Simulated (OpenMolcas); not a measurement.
**Tc³⁺ among point charges: CASSCF and CASPT2 levels and susceptibility**

Aim: the splitting of the states of Tc³⁺ in the field of 5 point charges, its lowest levels with spin-orbit coupling and its magnetic susceptibility.

Method: state-averaged CASSCF and CASPT2, spin-orbit coupling by RASSI with atomic mean-field integrals. Code: OpenMolcas 26.06.

### Step 1. Starting point

| Quantity | Value |
| --- | --- |
| Species | Tc³⁺ (technetium, Z = 43, 40 electrons) |
| Basis | ANO-RCC-VDZP [6s5p3d1f], 43 functions |
| Scalar Hamiltonian | DKH2, point nucleus |
| Inactive shells | 1s 2s 2p 3s 3p 3d 4s 4p |
| Active space | 4 electrons in 5 orbitals (4d) |
| Some configurations of this space | 4d4 |
| Orbitals | optimised for each spin and parity, averaged over all roots |

The outer shells:

4d4
```
4d [↑ ][↑ ][↑ ][↑ ][  ]
```

The ion sits among 5 point charges of -1 e arranged as a square pyramid (C4v), 2.13 Å from the ion, with the axial distance 1.981 Å.

Each step is its own input file, run in one work folder so that later steps find the files of earlier ones. Labels, J, g values, rates, χT and fits are worked out afterwards by a script from the matrices that RASSI stores.

### Step 2. GATEWAY and SEWARD: basis and integrals

a.inp

```
&GATEWAY
Coord
1

Tc 0.0 0.0 0.0
Basis=ANO-RCC-VDZP
Group=NoSym
NoMove
AngMom=0.0 0.0 0.0
AMFI
XField
5 Angstrom 0
2.130000 0.000000 0.000000 -1.000000
0.000000 2.130000 0.000000 -1.000000
-2.130000 0.000000 0.000000 -1.000000
0.000000 -2.130000 0.000000 -1.000000
0.000000 0.000000 1.980900 -1.000000
&SEWARD
```

Run with:

```bash
$ OMP_NUM_THREADS=1 MOLCAS_MEM=1689 MOLCAS_PROJECT=a pymolcas a.inp > a.log
```

### Step 3. CASSCF: quintets, 5 roots

a.inp

```
&RASSCF
FileOrb=start.orb
Symmetry=1
Spin=5
nActEl=4 0 0
Inactive=18
Ras2=5
CIRoot=5 5 1
SDav=5
CIMx=300
Iter=120 100
PrWF=0.3
OrbListing=Nothing
MaxOrb=0
>>> COPY $Project.JobIph JOB001
```

start.orb holds the contracted functions of the basis, ordered by shell, or the orbitals of the step before.

### Step 4. CASSCF: triplets, 45 roots

a.inp

```
&RASSCF
FileOrb=start.orb
Symmetry=1
Spin=3
nActEl=4 0 0
Inactive=18
Ras2=5
CIRoot=45 45 1
SDav=45
CIMx=300
Iter=120 100
PrWF=0.3
OrbListing=Nothing
MaxOrb=0
>>> COPY $Project.JobIph JOB002
```

### Step 5. Reference wave functions, singlets, 50 roots

a.inp

```
&RASSCF
FileOrb=start.orb
Symmetry=1
Spin=1
nActEl=4 0 0
Inactive=18
Ras2=5
CIRoot=50 50 1
SDav=50
CIMx=300
Iter=120 100
PrWF=0.3
OrbListing=Nothing
MaxOrb=0
>>> COPY $Project.JobIph JOB003
```

### Step 6. State interaction with spin-orbit coupling

a.inp

```
&RASSI
NrOfJobIphs=3 5 45 50
1 2 3 4 5
1 2 3 4 5 6 7 8 9 10 11 12 13 14 15 16 17 18 19 20 21 22 23 24 25 26 27
28 29 30 31 32 33 34 35 36 37 38 39 40 41 42 43 44 45
1 2 3 4 5 6 7 8 9 10 11 12 13 14 15 16 17 18 19 20 21 22 23 24 25 26 27
28 29 30 31 32 33 34 35 36 37 38 39 40 41 42 43 44 45 46 47 48 49 50
IphNames
JOB001
JOB002
JOB003
EJob
SpinOrbit
DIPRint=1.0
SOCoupling=1000.0
Subsets=2
Property=9
'ANGMOM' 1 'ANGMOM' 2 'ANGMOM' 3 'MLTPL  1' 1 'MLTPL  1' 2 'MLTPL  1' 3
'AMFI' 1 'AMFI' 2 'AMFI' 3
SOProperty=3
'ANGMOM' 1 'ANGMOM' 2 'ANGMOM' 3
```

### Step 7. CASPT2: IPEA 0.25, imaginary shift 0.1 (closed shells correlated: 4s 4p)

a.inp

```
>>> COPY JOB001 $Project.JobIph
&CASPT2
Multistate=5 1 2 3 4 5
NoMult
Frozen=14
IPEA=0.25
Imaginary=0.1
MaxIter=60
WThr=0.0 0.3 0.05
PrWF=0.5
NoMix
>>> COPY JOB002 $Project.JobIph
&CASPT2
Multistate=45 1 2 3 4 5 6 7 8 9 10 11 12 13 14 15 16 17 18 19 20 21 22
23 24 25 26 27 28 29 30 31 32 33 34 35 36 37 38 39 40 41 42 43 44 45
NoMult
Frozen=14
IPEA=0.25
Imaginary=0.1
MaxIter=60
WThr=0.0 0.3 0.05
PrWF=0.5
NoMix
>>> COPY JOB003 $Project.JobIph
&CASPT2
Multistate=50 1 2 3 4 5 6 7 8 9 10 11 12 13 14 15 16 17 18 19 20 21 22
23 24 25 26 27 28 29 30 31 32 33 34 35 36 37 38 39 40 41 42 43 44 45 46
47 48 49 50
NoMult
Frozen=14
IPEA=0.25
Imaginary=0.1
MaxIter=60
WThr=0.0 0.3 0.05
PrWF=0.5
NoMix
```

(Steps that only read results are left out.)

**Question.** What will these runs give? Wanted: spin-free ground state; first state of the same spin within the active space; lowest level; next level.

As calculated:

| quantity | value |
| --- | --- |
| method | SS-CASPT2, IPEA 0.25, imaginary shift 0.1 (closed shells correlated: 4s 4p) |
| spin-free ground state | quintet, 1-fold in its orbital part |
| first state of the same spin within the active space | quintet at 4280 cm⁻¹ |
| lowest level | 1-fold |
| next level | 8.7 cm⁻¹ |
| χT at 300 K | 2.26 cm³ K/mol |
| effective moment at 300 K | 4.25 μB |

Cost by method:

```tsv
method	time of its own steps	time with the reference
A. CASSCF	20 s	20 s
B. SS-CASPT2, IPEA 0.25, imaginary shift 0.1, +4s 4p	6.2 s	26 s
```

Times are of one thread on a shared host.

**Reading.** The spin-free ground state (quintet) comes to 100 % from free-ion D terms and keeps the highest spin of the shell. χT at 300 K is 2.26, against 3.01 cm³ K/mol for the spin alone, so spin-orbit coupling lowers it. An active space of the d shell alone favours high spin; real ions in strong fields can be low spin. The field of point charges can differ much from that of real complexes. With metal d orbitals alone active, the gaps between spin states are rough; where two lie within a few thousand cm-1, their order is open. This is an electrostatic model: the charges have no orbitals.
